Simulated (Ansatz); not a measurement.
# CH4S2Si: small, medium and large basis sets

An exercise on one series of results from a longer session: the logs are not shown, and one member is left open.

Program: Ansatz 0.2.0, Gaussian basis. Level of theory: one geometry, several basis sets. These are calculated values, not measurements.

Plan: PBE0-D4/def2-SVP; ωB97M-V/def2-SVP; PBE0-D4/def2-QZVPP; ωB97M-V/def2-QZVPP; the functionals' def2-TZVPP values are taken from earlier runs.

## The relaxed structure

An earlier PBE0-D4 in a triple-zeta def2 set relaxation fixed the geometry.

SMILES `SC1[SiH2]S1`, 8 atoms, charge 0, spin multiplicity 1.

Atoms are counted from 1 here; the program's logs count them from 0.

Bond lengths: S1–C2 1.774 Å, S1–H5 1.346 Å, C2–Si3 1.849 Å, C2–S4 1.871 Å, C2–H6 1.086 Å, Si3–S4 2.082 Å, Si3–H7 1.477 Å, Si3–H8 1.478 Å. Angles: C2–S1–H5 98.0°, S1–C2–Si3 118.7°, S1–C2–S4 119.4°, S1–C2–H6 114.1°, Si3–C2–S4 68.1°, Si3–C2–H6 117.7°, S4–C2–H6 111.0°, C2–Si3–S4 56.5°, C2–Si3–H7 117.9°, C2–Si3–H8 119.0°, S4–Si3–H7 119.0°, S4–Si3–H8 119.2°, H7–Si3–H8 113.8°, C2–S4–Si3 55.5°.

The first run:

Contents of in.yaml:

```yaml
crystal:
  periodic: [false, false, false]
  atoms:
    - {symbol: S, position_ang: [0.168385, 1.757306, -0.822117]}
    - {symbol: C, position_ang: [-0.419261, 0.375539, 0.122779]}
    - {symbol: Si, position_ang: [0.711119, -1.063672, 0.387413]}
    - {symbol: S, position_ang: [-1.018551, -1.156660, -0.767332]}
    - {symbol: H, position_ang: [-1.013135, 2.155253, -1.328343]}
    - {symbol: H, position_ang: [-1.092176, 0.644599, 0.931439]}
    - {symbol: H, position_ang: [2.024050, -1.045294, -0.289592]}
    - {symbol: H, position_ang: [0.731469, -1.724270, 1.709854]}
basis:
  gaussian: {orbitals: def2-SVP}
hamiltonian: {xc: pbe0, dispersion: d4}
output: {orbitals: {seedname: orbitals}}
```

Command:

```bash
$ ansatz run in.yaml --threads 2 --pin off --events-out ev --progress --plain --max-ram 4352MiB
```

Among the steps run: PBE0-D4 in def2-SVP; ωB97M-V in def2-SVP; PBE0-D4 in def2-QZVPP; ωB97M-V in def2-QZVPP.

One table of the session follows, with a row left open; its other results are not shown here.

It belongs to the step «Density functionals: the series». 

| functional | basis | HOMO (eV) |
| --- | --- | --- |
| PBE0-D4 | def2-SVP | -6.86 |
| PBE0-D4 | def2-TZVPP | -6.98 |
| PBE0-D4 | def2-QZVPP | -7.01 |
| ωB97M-V | def2-SVP | -8.97 |
| ωB97M-V | def2-TZVPP | -9.12 |
| ωB97M-V | def2-QZVPP | ? |

**Question.** Estimate the row for ωB97M-V, def2-QZVPP.

The run gave: HOMO (eV): -9.16. In the column «HOMO (eV)» it is the lowest.
